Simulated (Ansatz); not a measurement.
Runs of Ansatz 0.2.0 on SiSe. The structure is hexagonal, space group P-6m2 (No. 187). Conventional cell: a = 3.595 Å, b = 3.595 Å, c = 3.599 Å, α = 90.00°, β = 90.00°, γ = 120.00°. Si (site symmetry -6m2) is surrounded by 6 Se at 2.75 Å. Se (site symmetry -6m2) has 6 Si at 2.75 Å as nearest neighbours. The cell was built by a generator and needn't be a form met in nature.

| level | share of exact exchange | gap on the mesh (eV) | pressure (GPa) |
| --- | --- | --- | --- |
| r2SCAN0 form with a typed share of exact exchange | 0.15 | none | -1.9 |
| r2SCAN0 | 0.25 | none | (b) |
| r2SCAN0 form with a typed share of exact exchange | 0 | none | (a) |
| r2SCAN0 form with a typed share of exact exchange | 0.5 | none | -3.9 |
| r2SCAN0 form with a typed share of exact exchange | 0.35 | none | -3.1 |

Alike in all rows: task single point; potentials or basis Ansatz PAW; no spin polarisation; cell as given; k mesh 5 × 5 × 4; cutoff (eV) 500; smearing fermi-dirac 0.05 eV; the mesh is coarse, so values aren't converged.

Q: Estimate the missing entries.

A: (a) -1.0; (b) -2.5.

Caveats: all runs use coarse meshes; the PAW data sets come from PBE, with cores solved anew for the run's functional, which leaves a small shift of forces and pressure; the thresholds are loose for stress (some runs).

A k mesh can miss the band edges, and the runs leave out spin-orbit coupling on Se.

A gap of «none» marks a metal or a gap under the smearing width.
